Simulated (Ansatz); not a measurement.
# GaH₅OS (built from SMILES O.[SH][GaH2]): search for a transition state, part 2 of 2

Ansatz 0.2.0, Gaussian basis; PBE0-D4. The steps go on from the part before.

### 8 Relaxing after a step of 0.30 Å the other way along the mode

Contents of downb/in.yaml:

```yaml
crystal:
  periodic: [false, false, false]
  atoms:
    - {symbol: Ga, position_ang: [-0.894846, -0.062489, -0.408864]}
    - {symbol: S, position_ang: [1.000289, 1.372096, -0.463706]}
    - {symbol: H, position_ang: [-0.933250, -1.025550, -1.636451]}
    - {symbol: H, position_ang: [-2.084838, 0.656508, 0.331105]}
    - {symbol: H, position_ang: [0.870055, 0.072862, 0.698607]}
    - {symbol: O, position_ang: [0.357614, -0.800536, 0.959461]}
    - {symbol: H, position_ang: [1.692733, 0.625996, -1.345287]}
    - {symbol: H, position_ang: [-0.007858, -0.838887, 1.865036]}
basis:
  gaussian: {orbitals: def2-TZVP}
hamiltonian: {xc: pbe0, dispersion: d4}
relax: {f_tol: 0.005, max_steps: 200}
```

On the command line:

```bash
$ ansatz run in.yaml --threads 4 --pin off --events-out ev --progress --plain --max-ram 9574MiB
```

What it wrote:

```text
Functional definition: PBE0
  name "PBE0"
  cite "Adamo & Barone, J. Chem. Phys. 110, 6158 (1999) doi:10.1063/1.478522"
  cite "Perdew, Burke & Ernzerhof, Phys. Rev. Lett. 77, 3865 (1996) doi:10.1103/PhysRevLett.77.3865"
  parent pbe
  parameter a = 0.25
  parameter kappa = 0.804
  parameter beta = 0.06672455060314922
  exchange = (1 - a)*pbe_x(kappa = kappa, mu = beta*pi^2/3) + a*exact_x
  correlation = pbe_c(beta = beta)
1055 factors; their error is unknown
mean field evaluation 1: about -65326.5776 eV, gradient 5.3e1 eV
mean field evaluation 2: about -65320.0160 eV, gradient 8.2e1 eV
mean field evaluation 4: about -65330.7444 eV, gradient 3.5e0 eV
mean field evaluation 8: about -65330.7616 eV, gradient 3.3e-2 eV
mean field evaluation 16: about -65330.9744 eV, gradient 1.2e-5 eV
mean field -65330.97436080 eV, -2400.8690248347 hartree, gradient 1.2e-5 eV, S^2 0.000000; 0 other end points of the search recorded, 0 dependent functions left out
the calculation of the forces begins
reference -65330.97438940 eV, -2400.8690258854 hartree; 30, 30 occupied and 116, 116 virtual orbitals, 1055 factors
relax step   1: F+E_penalty+E_count = -65331.10761900 eV  Δ(F+E_penalty+E_count) = +0.000e0 eV  max|allowed force component| = 1.200e0 eV/Å  Δτ_max = 0.0000 Å  (27 SCF iters, accepted)
these checks for a lower state are left out or cut short: starts, cluster_reference, orbital_swaps, neighbouring_geometries, increment
1055 factors; their error is unknown
mean field -65331.16539161 eV, -2400.8760450874 hartree, gradient 1.9e-5 eV, S^2 0.000000; 0 other end points of the search recorded, 0 dependent functions left out
the calculation of the forces begins
reference -65331.16542032 eV, -2400.8760461423 hartree; 30, 30 occupied and 116, 116 virtual orbitals, 1055 factors
relax step   2: F+E_penalty+E_count = -65331.29764918 eV  Δ(F+E_penalty+E_count) = -1.900e-1 eV  max|allowed force component| = 9.316e-1 eV/Å  Δτ_max = 0.1160 Å  (30 SCF iters, accepted)
these checks for a lower state are left out or cut short: starts, cluster_reference, orbital_swaps, neighbouring_geometries, increment
1055 factors; their error is unknown
mean field -65331.25890816 eV, -2400.8794817571 hartree, gradient 1.8e-5 eV, S^2 0.000000; 0 other end points of the search recorded, 0 dependent functions left out
the calculation of the forces begins
reference -65331.25893697 eV, -2400.8794828159 hartree; 30, 30 occupied and 116, 116 virtual orbitals, 1055 factors
relax step   3: F+E_penalty+E_count = -65331.39024104 eV  Δ(F+E_penalty+E_count) = -9.259e-2 eV  max|allowed force component| = 1.587e0 eV/Å  Δτ_max = 0.1448 Å  (30 SCF iters, accepted)
these checks for a lower state are left out or cut short: starts, cluster_reference, orbital_swaps, neighbouring_geometries, increment
1055 factors; their error is unknown
mean field evaluation 32: about -65330.9651 eV, gradient 9.1e0 eV
mean field -65331.41048494 eV, -2400.8850521009 hartree, gradient 1.4e-5 eV, S^2 0.000000; 0 other end points of the search recorded, 0 dependent functions left out
the calculation of the forces begins
reference -65331.41051352 eV, -2400.8850531514 hartree; 30, 30 occupied and 116, 116 virtual orbitals, 1055 factors
relax step   4: F+E_penalty+E_count = -65331.54042416 eV  Δ(F+E_penalty+E_count) = -1.502e-1 eV  max|allowed force component| = 7.114e-1 eV/Å  Δτ_max = 0.1999 Å  (30 SCF iters, accepted)
these checks for a lower state are left out or cut short: starts, cluster_reference, orbital_swaps, neighbouring_geometries, increment
1055 factors; their error is unknown
mean field -65331.42037419 eV, -2400.8854155243 hartree, gradient 1.3e-5 eV, S^2 0.000000; 0 other end points of the search recorded, 0 dependent functions left out
the calculation of the forces begins
reference -65331.42040303 eV, -2400.8854165839 hartree; 30, 30 occupied and 116, 116 virtual orbitals, 1055 factors
relax step   5: F+E_penalty+E_count = -65331.55003980 eV  Δ(F+E_penalty+E_count) = -9.616e-3 eV  max|allowed force component| = 3.906e-1 eV/Å  Δτ_max = 0.0729 Å  (31 SCF iters, accepted)
these checks for a lower state are left out or cut short: starts, cluster_reference, orbital_swaps, neighbouring_geometries, increment
1055 factors; their error is unknown
mean field -65331.42978578 eV, -2400.8857613939 hartree, gradient 2.5e-5 eV, S^2 0.000000; 0 other end points of the search recorded, 0 dependent functions left out
the calculation of the forces begins
reference -65331.42981454 eV, -2400.8857624507 hartree; 30, 30 occupied and 116, 116 virtual orbitals, 1055 factors
relax step   6: F+E_penalty+E_count = -65331.55748531 eV  Δ(F+E_penalty+E_count) = -7.446e-3 eV  max|allowed force component| = 6.434e-1 eV/Å  Δτ_max = 0.1916 Å  (29 SCF iters, accepted)
these checks for a lower state are left out or cut short: starts, cluster_reference, orbital_swaps, neighbouring_geometries, increment
1055 factors; their error is unknown
mean field -65331.42817910 eV, -2400.8857023493 hartree, gradient 1.1e-5 eV, S^2 0.000000; 0 other end points of the search recorded, 0 dependent functions left out
the calculation of the forces begins
reference -65331.42820797 eV, -2400.8857034103 hartree; 30, 30 occupied and 116, 116 virtual orbitals, 1055 factors
relax step   7: F+E_penalty+E_count = -65331.55651106 eV  Δ(F+E_penalty+E_count) = +9.743e-4 eV  max|allowed force component| = 2.618e-1 eV/Å  Δτ_max = 0.1415 Å  (30 SCF iters, rejected (line search))
these checks for a lower state are left out or cut short: starts, cluster_reference, orbital_swaps, neighbouring_geometries, increment
1055 factors; their error is unknown
mean field evaluation 64: about -65331.4420 eV, gradient 4.3e-3 eV
mean field -65331.44197115 eV, -2400.8862091980 hartree, gradient 1.4e-5 eV, S^2 0.000000; 0 other end points of the search recorded, 0 dependent functions left out
the calculation of the forces begins
reference -65331.44199986 eV, -2400.8862102530 hartree; 30, 30 occupied and 116, 116 virtual orbitals, 1055 factors
relax step   8: F+E_penalty+E_count = -65331.57067470 eV  Δ(F+E_penalty+E_count) = -1.319e-2 eV  max|allowed force component| = 1.769e-1 eV/Å  Δτ_max = 0.0678 Å  (30 SCF iters, accepted)
these checks for a lower state are left out or cut short: starts, cluster_reference, orbital_swaps, neighbouring_geometries, increment
1055 factors; their error is unknown
mean field -65331.44297911 eV, -2400.8862462398 hartree, gradient 1.4e-5 eV, S^2 0.000000; 0 other end points of the search recorded, 0 dependent functions left out
the calculation of the forces begins
reference -65331.44300782 eV, -2400.8862472949 hartree; 30, 30 occupied and 116, 116 virtual orbitals, 1055 factors
relax step   9: F+E_penalty+E_count = -65331.57207601 eV  Δ(F+E_penalty+E_count) = -1.401e-3 eV  max|allowed force component| = 6.601e-2 eV/Å  Δτ_max = 0.0624 Å  (30 SCF iters, accepted)
these checks for a lower state are left out or cut short: starts, cluster_reference, orbital_swaps, neighbouring_geometries, increment
1055 factors; their error is unknown
mean field -65331.44366547 eV, -2400.8862714628 hartree, gradient 1.3e-5 eV, S^2 0.000000; 0 other end points of the search recorded, 0 dependent functions left out
the calculation of the forces begins
reference -65331.44369414 eV, -2400.8862725166 hartree; 30, 30 occupied and 116, 116 virtual orbitals, 1055 factors
relax step  10: F+E_penalty+E_count = -65331.57277162 eV  Δ(F+E_penalty+E_count) = -6.956e-4 eV  max|allowed force component| = 2.583e-2 eV/Å  Δτ_max = 0.0243 Å  (30 SCF iters, accepted)
these checks for a lower state are left out or cut short: starts, cluster_reference, orbital_swaps, neighbouring_geometries, increment
1055 factors; their error is unknown
mean field -65331.44377664 eV, -2400.8862755484 hartree, gradient 1.3e-5 eV, S^2 0.000000; 0 other end points of the search recorded, 0 dependent functions left out
the calculation of the forces begins
reference -65331.44380533 eV, -2400.8862766027 hartree; 30, 30 occupied and 116, 116 virtual orbitals, 1055 factors
relax step  11: F+E_penalty+E_count = -65331.57289208 eV  Δ(F+E_penalty+E_count) = -1.205e-4 eV  max|allowed force component| = 4.824e-3 eV/Å  Δτ_max = 0.0087 Å  (32 SCF iters, accepted)
1055 factors; their error is unknown
mean field evaluation 96: about -65323.0187 eV, gradient 7.4e1 eV
mean field -65331.44377664 eV, -2400.8862755484 hartree, gradient 1.3e-5 eV, S^2 0.000000; 1 other end points of the search recorded, 0 dependent functions left out
the calculation of the forces begins
reference -65331.44380533 eV, -2400.8862766028 hartree; 30, 30 occupied and 116, 116 virtual orbitals, 1055 factors
Total energy: -65331.57292078 eV, -2400.8910215079 hartree
Atom 0 at    -0.788748     0.082630    -0.525454 Å, force     0.003316    -0.003218    -0.003505 eV/Å
Atom 1 at     0.928941     1.541468    -0.715879 Å, force     0.000758     0.003957    -0.000960 eV/Å
Atom 2 at    -0.854957    -1.055488    -1.590857 Å, force    -0.001725     0.000478    -0.001566 eV/Å
Atom 3 at    -1.985862     0.648211     0.312929 Å, force     0.000992     0.001455     0.000418 eV/Å
Atom 4 at     1.023065    -0.313648     1.102974 Å, force    -0.002607    -0.000819     0.003166 eV/Å
Atom 5 at     0.261722    -0.917745     1.104184 Å, force     0.003521    -0.004039    -0.004824 eV/Å
Atom 6 at     1.589902     0.833120    -1.645324 Å, force    -0.004328    -0.001595     0.003377 eV/Å
Atom 7 at    -0.174165    -0.818549     1.957328 Å, force     0.000074     0.003780     0.003896 eV/Å
Dipole moment:     0.099854    -0.311241     0.531077 e Å
```

It took 2 min on 4 threads of Intel Xeon at 2.50GHz, shared host; peak memory 0.35 GiB.

The steps of the relaxation:

```tsv
step	energy from step 1 (eV)	largest force component (eV/Å)
1	0.0000	1.1996
2	-0.1900	0.9316
3	-0.2826	1.5867
4	-0.4328	0.7114
5	-0.4424	0.3906
6	-0.4499	0.6434
7	-0.4489	0.2618
8	-0.4631	0.1769
9	-0.4645	0.0660
10	-0.4652	0.0258
11	-0.4653	0.0048
```

Distances of close pairs at the start and the end, largest changes first:

```tsv
bond	before (Å)	after (Å)	change (Å)
Ga1–O6	1.996	2.182	+0.185
Ga1–S2	2.378	2.262	-0.116
H5–O6	1.046	0.972	-0.074
O6–H8	0.977	0.963	-0.014
Ga1–H4	1.575	1.567	-0.008
S2–H7	1.347	1.343	-0.004
Ga1–H3	1.561	1.560	-0.000
```

### 9 The three structures

```tsv
pair	start side (Å)	saddle (Å)	end side (Å)
Ga1–O6	2.182	1.908	1.821
S2–H5	2.600	1.479	1.346
Ga1–S2	2.262	2.516	2.685
H5–O6	0.972	1.483	2.554
```

### 10 Summary of results

This closing draws on all 2 parts.

```
                       quantity                                                          value
                 imaginary mode                                                      539i cm⁻¹
    barrier from the start side                                                    70.9 kJ/mol
      barrier from the end side                                                    11.1 kJ/mol
             energy of the step                                                   +59.8 kJ/mol
              pairs that change  Ga1–O6 tightened, S2–H5 formed, Ga1–S2 loosened, H5–O6 broken
zero-point energy at the saddle                                                       1.185 eV
```

**Reading.** One imaginary mode, 539i cm⁻¹, makes this a first-order saddle. The two relaxations end on the structures that were planned. A bond meant to break is only loosened at the end: the products stay bound as an adduct. At PBE0-D4/def2-TZVP the electronic barrier is 70.9 kJ/mol, about 29 kT at 298 K, and the step runs 59.8 kJ/mol uphill. A step off the saddle overshot and began above it in energy, so the link to its end is likely but not proven. The ends are the nearest minima, not always the lowest complexes.
